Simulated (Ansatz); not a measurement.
# YCu5: the cost of one run

Method: DFT PBEsol, scalar-relativistic, plane waves, PAW, in Ansatz 0.2.0.

1 further run of the same task is left out (set aside as unsound or not needed).

**1. The starting structure**

The structure is hexagonal, space group P6/mmm (No. 191). The conventional cell has a = 4.956 Å, b = 4.956 Å, c = 4.024 Å, α = 90.00°, β = 90.00°, γ = 120.00°. Y (site symmetry 6/mmm) is surrounded by 18 Cu at 2.86 to 3.19 Å. Cu (site symmetry mmm) is surrounded by 8 Cu at 2.47 to 2.48 Å. Cu (site symmetry -6m2) is surrounded by 9 Cu at 2.47 to 2.86 Å and 3 Y at 2.86 Å.

Structure file:

```
Y Cu
1.0
     4.95647    0.00000    0.00000
    -2.47824    4.29243    0.00000
     0.00000    0.00000    4.02407
Y Cu
1 5
Direct
  0.00000 0.00000 0.00000
  0.50000 0.00000 0.50000
  0.50000 0.50000 0.50000
  0.00000 0.50000 0.50000
  0.33333 0.66667 0.00000
  0.66667 0.33333 0.00000
```

This cell was relaxed beforehand with the same method: volume 14.27 Å³/atom, gap on the mesh none (metal).

**2. Bands, states and charges**

File input.yaml:

```yaml
crystal:
  lattice:
    - [4.9564739859, 0.0, 0.0]
    - [-2.4782369929, 4.292432385, 0.0]
    - [0.0, 0.0, 4.0240701266]
  atoms:
    - { symbol: "Y", position: [0.0, 0.0, 0.0] }
    - { symbol: Cu, position: [0.5, 0.0, 0.5] }
    - { symbol: Cu, position: [0.5, 0.5, 0.5] }
    - { symbol: Cu, position: [0.0, 0.5, 0.5] }
    - { symbol: Cu, position: [0.3333333333, 0.6666666667, 0.0] }
    - { symbol: Cu, position: [0.6666666667, 0.3333333333, 0.0] }
basis:
  ecutwfc: 420
kpoints:
  mp_grid: { grid: [12, 12, 10] }
  band_path:
    path:
      - [[0.0, 0.0, 0.0], [0.5, 0.0, 0.0], [0.33333333, 0.33333333, 0.0], [0.0, 0.0, 0.0], [0.0, 0.0, 0.5], [0.5, 0.0, 0.5], [0.33333333, 0.33333333, 0.5], [0.0, 0.0, 0.5]]
      - [[0.5, 0.0, 0.5], [0.5, 0.0, 0.0]]
      - [[0.33333333, 0.33333333, 0.5], [0.33333333, 0.33333333, 0.0]]
    npoints: 14
hamiltonian:
  xc: pbesol
scf:
  occupations: { method: gaussian, width: 0.1 }
  n_extra_bands: 15
output:
  forces: true
  stress: true
  eigenvalues: true
  populations: true
  dos: { projected: true, de: 0.02, nscf_kmesh: { grid: [18, 18, 15] } }
  bader: true
  write_density: true
  write_potential: true
  elf: true
  volumetric_format: npy
```

Run with:

```console
ansatz run input.yaml --threads 1 --pin off --max-ram 2560MiB --backend cpu --events-out ev --progress --plain --runs-dir out
```

What time and memory should one allow on 1 thread of Intel Xeon Platinum 8259CL at 2.50GHz (Skylake/Cascade Lake), shared host?

About 3.5 min, with a peak of 1.2 GiB.
